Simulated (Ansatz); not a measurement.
C₃H₅FSe, SMILES C=C[Se]CF, a ladder of methods at one geometry

Computed with Ansatz's Python interface.

`methods_c3h5fse.py`:
```python
# -*- coding: utf-8 -*-
'''C3H5FSe at several levels of theory.'''

from pathlib import Path

import ansatz
import numpy as np

BASIS_SET = 'def2-SVP'

geometry_ang = [
    ('C', (-1.7321, 0.5529, -0.2689)),
    ('C', (-1.0458, -0.5553, 0.0054)),
    ('Se', (0.4925, -1.0394, -1.0423)),
    ('C', (1.6813, -0.0761, 0.1606)),
    ('F', (2.9833, -0.2068, -0.2821)),
    ('H', (-1.4316, 1.2006, -1.0861)),
    ('H', (-2.5994, 0.8178, 0.3268)),
    ('H', (-1.3541, -1.1968, 0.8246)),
    ('H', (1.599, -0.4959, 1.1846)),
    ('H', (1.4069, 0.9991, 0.1774)),
]
c3h5fse = ansatz.Crystal.molecule()
for symbol, xyz in geometry_ang:
    c3h5fse = c3h5fse.atom(symbol, xyz)

base = c3h5fse.calculation().basis(gaussian=BASIS_SET)

print('functional    E (Ha)        dipole (D)   HOMO (eV)  LUMO (eV)')
for name in ['hf', 'pbe0', 'cam_b3lyp', 'revpbe']:
    report = base.functional(name).forces().orbitals().run(threads=1, runs_dir='runs').report
    lines = Path(report['orbitals_path']).read_text().splitlines()
    field_of = lambda key: [line.split('=')[1].strip() for line in lines if line.startswith(key)]
    orbitals = [(27.211386 * float(e), s, float(n)) for e, s, n in zip(field_of('Ene='), field_of('Spin='), field_of('Occup='))]
    homo = max(e for e, _, n in orbitals if n > 0.5)
    lumo = min(e for e, _, n in orbitals if n < 0.5)
    dipole = 4.803205 * np.linalg.norm(report['charge_distribution']['dipole_moment_e_ang'])
    print(f'{name:10s} {report["free_energy_ev"] / 27.211386246:14.6f} {dipole:9.3f} {homo:11.3f} {lumo:10.3f}')
```

Running `python methods_c3h5fse.py` prints:
```text
functional    E (Ha)        dipole (D)   HOMO (eV)  LUMO (eV)
hf           -2615.275790     3.167      -9.192      3.223
pbe0         -2617.689197     2.704      -6.413     -0.673
cam_b3lyp    -2618.236744     2.662      -7.696      0.584
revpbe       -2617.947377     2.422      -5.119     -1.564
```

These settings explore the input space; basis and method may be short of convergence. The geometry is a force-field or estimated start, not a minimum of this method, and the basis set is short of its limit. A lower total doesn't mark the better method: functionals have no common bound, and MP2 and coupled cluster aren't variational. Levels such as HOMO and LUMO are orbital energies: with these approximate functionals they aren't the ionisation energy and electron affinity, and their gap isn't the fundamental gap. Timing: 32 s on 1 thread of Arm Neoverse N1, on a shared host, peak memory 0.36 GiB.

(A comment or docstring line of the script was reworded after the run, the code is as it ran; lines on the test bed's own set-up are left out of the output.)
